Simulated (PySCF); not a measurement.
# Ti²⁺: excitation energy in aug-cc-pVTZ-DK

Wanted: the excitation energy of titanium, up a ladder of methods.

Program: PySCF 2.14.0. Level of theory: unrestricted determinants in a Gaussian basis, no spin-orbit coupling in the energies. These are calculated values, not measurements, unless marked.

## 1. The system

```
Element                                   : titanium (Z = 22)
Basis                                     : aug-cc-pVTZ-DK
Hamiltonian                               : scalar relativity by spin-free X2C-1e
State 1                                   : Ti²⁺: [Ar] 3d1 4p1, one real determinant (an excited configuration)
Needed too, but not shown                 : Ti²⁺ [Ar] 3d2 (3F)
Methods                                   : UHF, LDA, PBE, PBE0, r2SCAN, M06-L, LC-wPBE, r2SCANh, wB97X, MP2
Core shells frozen in the correlated runs : valence: [Ar] (for Ti²⁺)
```

The outer shells:

Ti2+ [Ar] 3d1 4p1
```
[Ar] core
3d [↑ ][  ][  ][  ][  ]
4p [↑ ][  ][  ]
```

One driver process ran all states and methods and kept the integrals in memory. Each run is shown as a PySCF script that sums up its settings (the driver passes frozen orbitals as a list and adds second-order terms of double hybrids); the logs are those of the runs themselves. The driver starts from symmetry-adapted Hartree-Fock orbitals, holds the occupation by maximum overlap and uses a logarithmic radial grid for functionals, so a plain start would take other cycles.

The integrals over 93 functions and the set-up took 1.3 s of CPU time.

## 2. Ti²⁺ [Ar] 3d1 4p1, method by method

Level: UHF.

Contents of input.py:

```python
from pyscf import gto, scf, dft, mp, cc
import basis_set_exchange as bse
mol = gto.M(atom="Ti 0 0 0", charge=2, spin=2, symmetry="D2h",
            basis=gto.basis.parse(bse.get_basis("aug-cc-pVTZ-DK", elements=["Ti"], fmt="nwchem")),
            nucmod="G")
mf = scf.UHF(mol).sfx2c1e()
mf.irrep_nelec = {'Ag': (3, 3), 'B1g': (1, 0), 'B1u': (3, 2), 'B2u': (2, 2), 'B3u': (2, 2)}
mf.kernel()
```

Level: LDA.

input.py, as changed from the run before:

```diff
@@ -5,3 +5,3 @@
             nucmod="G")
-mf = scf.UHF(mol).sfx2c1e()
+mf = dft.UKS(mol, xc="LDA,VWN").sfx2c1e()
 mf.irrep_nelec = {'Ag': (3, 3), 'B1g': (1, 0), 'B1u': (3, 2), 'B2u': (2, 2), 'B3u': (2, 2)}
```

Level: PBE.

input.py, as changed from the run before:

```diff
@@ -5,3 +5,3 @@
             nucmod="G")
-mf = dft.UKS(mol, xc="LDA,VWN").sfx2c1e()
+mf = dft.UKS(mol, xc="PBE").sfx2c1e()
 mf.irrep_nelec = {'Ag': (3, 3), 'B1g': (1, 0), 'B1u': (3, 2), 'B2u': (2, 2), 'B3u': (2, 2)}
```

Level: PBE0.

input.py, as changed from the run before:

```diff
@@ -5,3 +5,3 @@
             nucmod="G")
-mf = dft.UKS(mol, xc="PBE").sfx2c1e()
+mf = dft.UKS(mol, xc="PBE0").sfx2c1e()
 mf.irrep_nelec = {'Ag': (3, 3), 'B1g': (1, 0), 'B1u': (3, 2), 'B2u': (2, 2), 'B3u': (2, 2)}
```

Level: r2SCAN.

input.py, as changed from the run before:

```diff
@@ -5,3 +5,3 @@
             nucmod="G")
-mf = dft.UKS(mol, xc="PBE0").sfx2c1e()
+mf = dft.UKS(mol, xc="R2SCAN").sfx2c1e()
 mf.irrep_nelec = {'Ag': (3, 3), 'B1g': (1, 0), 'B1u': (3, 2), 'B2u': (2, 2), 'B3u': (2, 2)}
```

Level: M06-L.

input.py, as changed from the run before:

```diff
@@ -5,3 +5,3 @@
             nucmod="G")
-mf = dft.UKS(mol, xc="R2SCAN").sfx2c1e()
+mf = dft.UKS(mol, xc="M06L").sfx2c1e()
 mf.irrep_nelec = {'Ag': (3, 3), 'B1g': (1, 0), 'B1u': (3, 2), 'B2u': (2, 2), 'B3u': (2, 2)}
```

Level: LC-wPBE.

input.py, as changed from the run before:

```diff
@@ -5,3 +5,3 @@
             nucmod="G")
-mf = dft.UKS(mol, xc="M06L").sfx2c1e()
+mf = dft.UKS(mol, xc="LC_WPBE").sfx2c1e()
 mf.irrep_nelec = {'Ag': (3, 3), 'B1g': (1, 0), 'B1u': (3, 2), 'B2u': (2, 2), 'B3u': (2, 2)}
```

Level: r2SCANh.

input.py, as changed from the run before:

```diff
@@ -5,3 +5,3 @@
             nucmod="G")
-mf = dft.UKS(mol, xc="LC_WPBE").sfx2c1e()
+mf = dft.UKS(mol, xc="HYB_MGGA_XC_R2SCANH").sfx2c1e()
 mf.irrep_nelec = {'Ag': (3, 3), 'B1g': (1, 0), 'B1u': (3, 2), 'B2u': (2, 2), 'B3u': (2, 2)}
```

Level: wB97X.

input.py, as changed from the run before:

```diff
@@ -5,3 +5,3 @@
             nucmod="G")
-mf = dft.UKS(mol, xc="HYB_MGGA_XC_R2SCANH").sfx2c1e()
+mf = dft.UKS(mol, xc="WB97X").sfx2c1e()
 mf.irrep_nelec = {'Ag': (3, 3), 'B1g': (1, 0), 'B1u': (3, 2), 'B2u': (2, 2), 'B3u': (2, 2)}
```

## 3. Ti²⁺ [Ar] 3d1 4p1, continued

Level: MP2 (valence).

input.py, as its differences from that of step 2:

```diff
@@ -5,4 +5,5 @@
             nucmod="G")
-mf = dft.UKS(mol, xc="WB97X").sfx2c1e()
+mf = scf.UHF(mol).sfx2c1e()
 mf.irrep_nelec = {'Ag': (3, 3), 'B1g': (1, 0), 'B1u': (3, 2), 'B2u': (2, 2), 'B3u': (2, 2)}
 mf.kernel()
+mp.UMP2(mf, frozen=9).kernel()
```

Before running it: what results should come out?

As calculated:

| quantity | value |
| --- | --- |
| excitation energy, Ti²⁺ → [Ar] 3d1 4p1 | UHF 9.194, MP2 (valence) 9.262 eV |

What this shows: The methods span 0.633 eV, from UHF (9.194) to M06-L (9.826). No reference value is at hand in this session. The basis is finite, and no extrapolation was made.
